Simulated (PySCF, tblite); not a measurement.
**BGaH4O: geometry, infrared bands, NMR shifts and spin-spin couplings**

What infrared bands, NMR shifts and spin-spin couplings should BGaH4O (`B[O][GaH2]`) show?

The runs use tblite 0.8.0 and PySCF 2.14.0, with density-fitted response routines of our own; the level of theory stands in each step. All values are computed, except where a source is named. Atoms are numbered from 0 throughout.

### Step 1. The molecule as given

7 atoms, charge 0, multiplicity 1; geometry from: force field or distance geometry start.

Bonds of the start (Å): B0–O1 1.45, O1–Ga2 1.70, B0–H3 1.18, B0–H4 1.18, Ga2–H5 1.69, Ga2–H6 1.58.

### Step 2. Geometry optimisation with GFN2-xTB

Job settings and geometry (Å):

```
{"job": {"kind": "relax", "xc": "GFN2-xTB", "basis": "xTB"}, "charge": 0, "multiplicity": 1}
B     -1.323900    -0.387400    -0.079000
O     -0.032800    -0.483600    -0.727800
Ga     1.416500     0.396100    -0.815300
H     -1.632500    -1.273800     0.628000
H     -2.214900     0.286900    -0.457500
H      1.035700     1.888200    -0.129200
H      2.755200    -0.421600    -0.595700
```

The run is started by

```bash
OMP_NUM_THREADS=1 python probes_run.py task.json out
```

The driver reads the jobs from task.json and runs them one after another.

**Question.** This job is followed by: GFN2-xTB harmonic vibrations, gas phase; GIAO PBE0/pcSseg-1 NMR shielding, non-relativistic, gas phase; B3LYP/pcJ-1 Ga:pcSseg-1 indirect spin-spin coupling, non-relativistic, gas phase. Predict these results of the whole session: strongest single infrared mode (GFN2-xTB); zero-point energy (GFN2-xTB); 1H shifts against TMS (PBE0/pcSseg-1, means over atoms taken as alike); 11B shifts against BF3·OEt2 (PBE0/pcSseg-1); 17O shifts against H2O (PBE0/pcSseg-1); shieldings of Ga (PBE0/pcSseg-1); largest coupling of the table (B3LYP/pcSseg-1+pcJ-1).

**Answer**, as computed:

| quantity | value |
| --- | --- |
| strongest single infrared mode (GFN2-xTB) | 1720 cm⁻¹, 458 km/mol |
| zero-point energy (GFN2-xTB) | 21.9 kcal/mol |
| 1H shifts against TMS (PBE0/pcSseg-1, means over atoms taken as alike) | 5.76, 5.71 ppm |
| 11B shifts against BF3·OEt2 (PBE0/pcSseg-1) | 48.3 ppm |
| 17O shifts against H2O (PBE0/pcSseg-1) | 292.9 ppm |
| shieldings of Ga (PBE0/pcSseg-1) | Ga2 1356.2 ppm |
| largest coupling of the table (B3LYP/pcSseg-1+pcJ-1) | 1J(B,H) B0–H3, 145.8 Hz |

What this shows: Relaxing lowered the energy by 0.732 eV in 65 steps; the close pair that moved most is Ga2–H5, from 1.686 to 1.545 Å. All 15 modes are real, so the xTB geometry is a minimum. GFN2-xTB is a fitted tight-binding method: band positions and strengths are rough. Its intensities can rank the bands wrongly. At PBE0/pcSseg-1: Shielding is most anisotropic at Ga2 (span 455 ppm, paramagnetic term -1283 ppm). Of the pairs tabulated at B3LYP/pcSseg-1+pcJ-1, B0–H3 (mean over like pairs) couples most strongly (145.8 Hz; Fermi contact 145.7 Hz). Spin-orbit coupling is left out, which matters for shieldings and couplings at and beside the heavy atoms.
